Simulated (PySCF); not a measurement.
# From one method to the next for Rb

What do other methods print for Rb?

The runs use PySCF 2.14.0; each script names its method and basis.

4 further runs of the same task are left out: 2 for a known fault of the program, 2 that didn't finish.

## Step 1: The atom

Rb: 1 atom, charge 0, spin multiplicity 2.

## Step 2: Base script

File input.py:

```python
from pyscf import gto, scf, cc

mol = gto.M(
    atom='Rb 0 0 0',
    basis='jorge-tzp-dkh',
    charge=0,
    spin=1,
    verbose=4,
)
mf = scf.UHF(mol)
mf = mf.sfx2c1e()
mf.kernel()
mycc = cc.CCSD(mf, frozen=9)
mycc.kernel()
e = mycc.ipccsd(nroots=5)[0]
print('roots (eV) =', (e*27.211386).round(3))
mf.dip_moment()
print('orbital energies (hartree):', [e[max(0, n-3):n+3].round(4) for e, n in zip(mf.mo_energy, mol.nelec)])
```

Started as:

```sh
$ OMP_NUM_THREADS=1 python input.py
```

## Step 3: CCSD(T)

Variant 1 changes step after the SCF: eomip → ccsd(t).

Changes to input.py since step 2:

```diff
@@ -14,4 +14,3 @@
 mycc.kernel()
-e = mycc.ipccsd(nroots=5)[0]
-print('roots (eV) =', (e*27.211386).round(3))
+mycc.ccsd_t()
 mf.dip_moment()
```

## Step 4: TDHF

Variant 2 changes step after the SCF: eomip → tddft; number of roots: 5 → 6.

File input.py:

```python
from pyscf import gto, scf, tdscf

mol = gto.M(
    atom='Rb 0 0 0',
    basis='jorge-tzp-dkh',
    charge=0,
    spin=1,
    verbose=4,
)
mf = scf.UHF(mol)
mf = mf.sfx2c1e()
mf.kernel()
td = tdscf.TDHF(mf)
td.nstates = 6
td.kernel()
td.analyze()
mf.dip_moment()
print('orbital energies (hartree):', [e[max(0, n-3):n+3].round(4) for e, n in zip(mf.mo_energy, mol.nelec)])
```

## Step 5: B3lyp (UKS)

Variant 3 changes functional: none (Hartree–Fock) → b3lyp; SCF type: UHF → UKS; step after the SCF: eomip → analyze.

File input.py:

```python
from pyscf import gto, dft

mol = gto.M(
    atom='Rb 0 0 0',
    basis='jorge-tzp-dkh',
    charge=0,
    spin=1,
    verbose=4,
)
mf = dft.UKS(mol, xc='b3lyp')
mf = mf.sfx2c1e()
mf.kernel()
mf.analyze()
print('orbital energies (hartree):', [e[max(0, n-3):n+3].round(4) for e, n in zip(mf.mo_energy, mol.nelec)])
```

## Step 6: Wb97 (UKS)

Variant 4 changes functional: none (Hartree–Fock) → wb97; SCF type: UHF → UKS; step after the SCF: eomip → analyze.

File input.py:

```python
from pyscf import gto, dft

mol = gto.M(
    atom='Rb 0 0 0',
    basis='jorge-tzp-dkh',
    charge=0,
    spin=1,
    verbose=4,
)
mf = dft.UKS(mol, xc='wb97')
mf = mf.sfx2c1e()
mf.kernel()
mf.analyze()
print('orbital energies (hartree):', [e[max(0, n-3):n+3].round(4) for e, n in zip(mf.mo_energy, mol.nelec)])
```

Q: Predict the outcome of this session. Wanted: for each run, E(SCF); from base; gap, α spin; after the SCF.

The runs gave:

| run | E(SCF) (hartree) | from base (eV) | cycles | gap, α spin (eV) | after the SCF |
| --- | --- | --- | --- | --- | --- |
| base | -2978.907171 | 0 | 7 | 4.29 | CCSD correlation -3.721 eV, core frozen, first root 4.08 eV |
| CCSD(T) | -2978.907171 | 0.0000 | 7 | 4.29 | CCSD(T) correlation -3.764 eV, core frozen |
| TDHF | -2978.907171 | 0.0000 | 7 | 4.29 | lowest root found 1.28 eV |
| b3lyp (UKS) | -2980.823476 | not comparable | 6 | 2.18 | n/a |
| wb97 (UKS) | -2981.009351 | not comparable | 7 | 4.34 | n/a |

What this shows: A lower total energy from another functional means nothing by itself.
